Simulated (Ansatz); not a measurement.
# NaLaMnMoO6 (Cm) in Ansatz: a series of runs, part 2 of 2

Ansatz 0.2.0. Earlier steps stand in the parts before.

## Step 3: Relaxation of cell and atoms, PBE, collinear spin, ferromagnetic start, target pressure 20 GPa, at which the enthalpy is minimised

Contents of input.yaml:

```yaml
crystal:
  lattice:
    - [4.72242, -2.73688, 0.00204]
    - [4.72242, 2.73688, 0.00204]
    - [-3.17796, 0.0, 4.47]
  atoms:
    - { symbol: Na, position: [0.25021, 0.25021, 0.74459] }
    - { symbol: La, position: [0.75117, 0.75117, 0.25707] }
    - { symbol: Mn, position: [0.49918, 0.49918, 0.49917], spin: 4.0 }
    - { symbol: Mo, position: [0.0011, 0.0011, 0.00114], spin: 1.0 }
    - { symbol: O, position: [0.28503, 0.78106, 0.2852] }
    - { symbol: O, position: [0.78106, 0.28503, 0.2852] }
    - { symbol: O, position: [0.25187, 0.25187, 0.18775] }
    - { symbol: O, position: [0.74777, 0.74777, 0.81124] }
    - { symbol: O, position: [0.21883, 0.71407, 0.71525] }
    - { symbol: O, position: [0.71407, 0.21883, 0.71525] }
hamiltonian:
  xc: pbe
  pseudopotentials: { kind: paw }
magnetization:
  spin_polarized: true
kpoints:
  mp_grid: { grid: [5, 5, 5] }
scf:
  occupations: { method: fermi_dirac, width: 0.05 }
output:
  forces: true
  stress: true
  eigenvalues: true
relax:
  f_tol: 0.01
  max_steps: 40
  cell: { stress_tol: 0.05, p_target: 20.0 }
```

Potentials or basis: Ansatz PAW.

Run with:

```console
$ ansatz run input.yaml --threads 8 --pin off --max-ram 20480MiB --backend cpu --events-out ev --progress --plain --runs-dir out
```

Standard output:

```text
Warning: RAYON_NUM_THREADS=8 ignored (pool sized by the plan → 8); use --threads N
Engine: ansatz 0.2.0, aarch64-unknown-linux-gnu
Pseudopotentials: kind: paw
Pseudopotential: Na, paw, valence charge 9, recommended cutoff 420 eV (normal), Na.paw.azcp
Pseudopotential: La, paw, valence charge 11, recommended cutoff 420 eV (normal), La.paw.azcp
Pseudopotential: Mn, paw, valence charge 15, recommended cutoff 420 eV (normal), Mn.paw.azcp
Pseudopotential: Mo, paw, valence charge 14, recommended cutoff 420 eV (normal), Mo.paw.azcp
Pseudopotential: O, paw, valence charge 6, recommended cutoff 420 eV (normal), O.paw.azcp
Functional definition: PBE
  parameter kappa = 0.804
[... 254 lines left out ...]
  k-point 2 ↑: bands = ["-67.3559", "-48.5710", "-37.6197", "-36.1484", "-36.1246", "-36.0744", "-22.8195", "-22.8063", "-22.7818", "-18.2436", "-9.5866", "-9.5701", "-9.5645", "-6.4604", "-5.7522", "-5.5535", "-5.4826", "-5.0759", "-4.8677", "-1.9982", "-1.9461", "-1.2068", "6.4959", "6.7303", "6.7308", "7.1316", "7.3821", "7.4190", "7.5471", "7.9304", "8.0143", "8.5257", "8.5458", "8.8236", "10.0912", "10.2502", "10.2863", "10.9060", "10.9145", "11.1863", "12.4930", "12.6428", "12.7403", "14.8354", "14.8656", "15.1277", "15.9227", "16.0565", "16.7764", "16.7910", "16.8005", "16.8686", "16.8822", "16.9899", "17.1180"]
  k-point 38 ↓: bands = ["-65.2782", "-49.0855", "-37.6191", "-34.1168", "-34.0989", "-34.0765", "-23.3656", "-23.3538", "-23.3505", "-18.2521", "-9.5859", "-9.5733", "-9.5680", "-6.3907", "-6.0729", "-5.5654", "-5.2803", "-5.0469", "-4.9131", "-1.8869", "-1.6677", "-1.1869", "6.0821", "6.5740", "6.7050", "7.1478", "7.4482", "7.4965", "7.8110", "8.0354", "8.2370", "8.6302", "8.8321", "9.1575", "9.9221", "10.0179", "10.3775", "10.5543", "10.7200", "11.0584", "14.0511", "14.3221", "14.4268", "14.7163", "14.8977", "15.0052", "16.4393", "16.6426", "16.7127", "16.8022", "16.8412", "16.8746", "16.9043", "17.0029", "17.0524"]
--- Relaxed structure (7 steps of the walk, 7 accepted, 2 SCFs on fresh bases) ---
  F+E_penalty+E_count = -20003.08482703 eV   max|allowed force component| = 5.687e-3 eV/Å   (the final SCF, on the basis selected at the relaxed cell)
  cell:  # Å, volume = 104.7028 Å³
    - [4.564616380657651, -2.644664396219458, -0.010260622351488089]
    - [4.564616380657651, 2.644664396219458, -0.010260622351488089]
    - [-3.083354326832902, 2.8395522757772197e-20, 4.343571145240238]
  atoms:
    - { symbol: Na, position: [0.24938951552469127, 0.24938951552469127, 0.7427072274662379] }
    - { symbol: La, position: [0.7514039129764123, 0.7514039129764123, 0.2550104808332149] }
    - { symbol: Mn, position: [0.49926098683208575, 0.49926098683208575, 0.499319158431029] }
    - { symbol: Mo, position: [0.0010103886255153247, 0.0010103886255153247, 0.0011051535890245047] }
    - { symbol: O, position: [0.284588809314408, 0.7848116836618932, 0.293694298066113] }
    - { symbol: O, position: [0.7848116836618932, 0.284588809314408, 0.293694298066113] }
    - { symbol: O, position: [0.2543440222875077, 0.2543440222875077, 0.17993283068994995] }
    - { symbol: O, position: [0.7455189441489776, 0.7455189441489776, 0.8058049755612648] }
    - { symbol: O, position: [0.22326700133285318, 0.7066947352956555, 0.7152957886485265] }
    - { symbol: O, position: [0.7066947352956555, 0.22326700133285318, 0.7152957886485265] }
```

Wall time 2.1 min (8 threads of Arm Neoverse V1, shared host); peak memory 0.93 GiB.

Results:

| Property | Result |
| --- | --- |
| Free energy | -20003.0848 eV |
| Relaxed volume | 10.47 Å³/atom |
| Relaxed cell | a = 5.275 Å, b = 5.275 Å, c = 5.327 Å, α = 120.16°, β = 120.16°, γ = 60.17° |
| Space group after relaxing (to 0.05 Å) | Cm (No. 8) |
| Energy change on relaxing (the enthalpy is what falls) | +61.4 meV/atom |
| Ionic steps | 9 |
| Pressure after relaxing | 20.0 GPa |
| Largest force after relaxing | 0.006 eV/Å |
| Band gap on the k mesh | none (metal or under the smearing width) |
| Net moment | 1.15 μB per cell |
| Absolute moment | 2.94 μB per cell |
| Site moments | Na +0.00; La -0.02; Mn +1.63; Mo -0.43; O +0.01 μB |

Forces on the atoms (eV/Å):
```
Na   0.000  0.000 -0.001
La   0.000  0.000  0.002
Mn  -0.001  0.000 -0.002
Mo  -0.001  0.000  0.003
O   -0.001  0.001 -0.002
O   -0.001 -0.001 -0.002
O   -0.002  0.000 -0.006
O    0.004  0.000  0.000
O    0.000  0.001  0.004
O    0.000 -0.001  0.004
```

Step by step:
| step | energy change (eV) | largest force (eV/Å) | volume (Å³) |
| --- | --- | --- | --- |
| 1 | 0.0000 | 0.2358 | 115.58 |
| 2 | 0.6747 | 0.9094 | 104.84 |
| 3 | 0.5594 | 0.3243 | 105.07 |
| 4 | 0.5814 | 0.1423 | 104.77 |
| 5 | 0.5566 | 0.1160 | 104.97 |
| 6 | 0.5643 | 0.0075 | 104.90 |
| 7 | 0.5898 | 0.0075 | 104.90 |
| 8 | 0.6134 | 0.0062 | 104.70 |
| 9 | 0.6143 | 0.0060 | 104.70 |

Final structure:
```
Na La Mn Mo O
1.0
     4.56462   -2.64466   -0.01026
     4.56462    2.64466   -0.01026
    -3.08335    0.00000    4.34357
Na La Mn Mo O
1 1 1 1 6
Direct
  0.24939 0.24939 0.74271
  0.75140 0.75140 0.25501
  0.49926 0.49926 0.49932
  0.00101 0.00101 0.00111
  0.28459 0.78481 0.29369
  0.78481 0.28459 0.29369
  0.25434 0.25434 0.17993
  0.74552 0.74552 0.80580
  0.22327 0.70669 0.71530
  0.70669 0.22327 0.71530
```

Caveat: the plane-wave basis is chosen anew once the cell has moved, so the energies of steps on either side of that aren't comparable; the pressure holds a Pulay correction of +0.7 GPa for the finite cutoff; a cell with one magnetic atom can't hold antiferromagnetic order, which such compounds often take; semilocal functionals often make such compounds metallic where correlation or magnetic order opens a gap, which also shifts bond lengths; the starting moments weren't kept. Spin-orbit coupling is left out, which matters for the levels of La.

## Step 4: Relaxation of cell and atoms, PBE+D4, collinear spin, ferromagnetic start

input.yaml, as its differences from that of step 3:

```diff
@@ -19,2 +19,3 @@
   pseudopotentials: { kind: paw }
+  dispersion: d4
 magnetization:
@@ -32,2 +33,2 @@
   max_steps: 40
-  cell: { stress_tol: 0.05, p_target: 20.0 }
+  cell: { stress_tol: 0.05 }
```

Run with:

```console
$ ansatz run input.yaml --threads 8 --pin off --max-ram 20480MiB --backend cpu --events-out ev --progress --plain --runs-dir out
```

Wall time 1.7 min (8 threads of Arm Neoverse V2, shared host); peak memory 0.8 GiB.

It converged, with:

```yaml
Free_energy: -20005.9134 eV
Relaxed_volume: 11.46 Å³/atom
Relaxed_cell: a = 5.441 Å, b = 5.441 Å, c = 5.476 Å, α = 120.16°, β = 120.16°, γ = 60.28°
Space_group_after_relaxing_to_0.05_Å: Cm (No. 8)
Energy_gained_by_relaxing: 2.3 meV/atom
Ionic_steps: 11
Pressure_after_relaxing: 0.0 GPa
Band_gap_on_the_k_mesh: none (metal or under the smearing width)
Net_moment: 2.52 μB per cell
Absolute_moment: 3.61 μB per cell
Site_moments: Na +0.00; La -0.01; Mn +2.49; Mo -0.25; O +0.02 μB
```

The path:
| step | energy change (eV) | largest force (eV/Å) | volume (Å³) |
| --- | --- | --- | --- |
| 1 | 0.0000 | 0.2413 | 115.58 |
| 2 | -0.0225 | 0.1211 | 114.15 |
| 3 | -0.0256 | 0.0730 | 114.06 |
| 4 | -0.0263 | 0.0582 | 114.59 |
| 5 | -0.0263 | 0.0574 | 114.59 |
| 6 | -0.0267 | 0.0248 | 114.57 |
| 7 | -0.0267 | 0.0162 | 114.60 |
| 8 | -0.0266 | 0.0092 | 114.63 |
| 9 | -0.0231 | 0.0092 | 114.63 |
| 10 | -0.0233 | 0.0019 | 114.59 |
| 11 | -0.0231 | 0.0020 | 114.59 |

Final structure:
```
CELL_PARAMETERS angstrom
4.70525 -2.73187 -0.00717
4.70525 2.73187 -0.00717
-3.17512 0.00000 4.46202
ATOMIC_POSITIONS crystal
Na 0.25030 0.25030 0.74284
La 0.75133 0.75133 0.25843
Mn 0.49921 0.49921 0.49947
Mo 0.00130 0.00130 0.00147
O 0.28826 0.78749 0.28841
O 0.78749 0.28826 0.28841
O 0.25081 0.25081 0.17738
O 0.74850 0.74850 0.81952
O 0.21313 0.70997 0.71297
O 0.70997 0.21313 0.71297
```

Levels at points of the mesh, in eV from the Fermi level:
Spin up:
```tsv
k point	band 40	band 41	band 42	band 43	band 44	band 45	band 46	band 47	band 48	band 49
(0.00, 0.00, 0.00)	-2.99	-2.77	-2.58	-2.39	-0.77	-0.53	0.77	0.90	1.07	2.36
```
Spin down:
| k point | band 38 | band 39 | band 40 | band 41 | band 42 | band 43 | band 44 | band 45 |
| --- | --- | --- | --- | --- | --- | --- | --- | --- |
| (0.00, 0.00, 0.00) | -2.94 | -2.91 | -2.76 | -1.05 | -1.02 | -0.92 | 0.91 | 1.13 |

Caveat: the plane-wave basis is chosen anew once the cell has moved, so the energies of steps on either side of that aren't comparable; the pressure holds a Pulay correction of +0.6 GPa for the finite cutoff; a cell with one magnetic atom can't hold antiferromagnetic order, which such compounds often take; semilocal functionals often make such compounds metallic where correlation or magnetic order opens a gap, which also shifts bond lengths; pairwise dispersion overbinds metals, which lowers pressure and volume; the starting moments weren't kept. With open d or f shells a metallic result of PBE can be an artefact of self-interaction; +U or a hybrid may open a gap.

## Step 5: The runs side by side

```csv
level,cell,target pressure (GPa),gap on the mesh (eV),pressure (GPa),moment (μB)
PBE,relaxed to 10 GPa,10,none,10.0,1.21
PBE,relaxed to 20 GPa,20,none,20.0,1.15
PBE+D4,relaxed,-,none,0.0,2.52
```

Alike in all rows: task relaxation of cell and atoms; potentials or basis Ansatz PAW; spin collinear, ferromagnetic start; k mesh 5 × 5 × 5; cutoff (eV) 420; smearing fermi-dirac 0.05 eV.

Caveats: the plane-wave basis is chosen anew once the cell has moved, so the energies of steps on either side of that aren't comparable; a cell with one magnetic atom can't hold antiferromagnetic order, which such compounds often take; semilocal functionals often make such compounds metallic where correlation or magnetic order opens a gap, which also shifts bond lengths; the starting moments weren't kept; pairwise dispersion overbinds metals, which lowers pressure and volume (some runs).

Absolute energies hang on the potentials; compare differences alone.
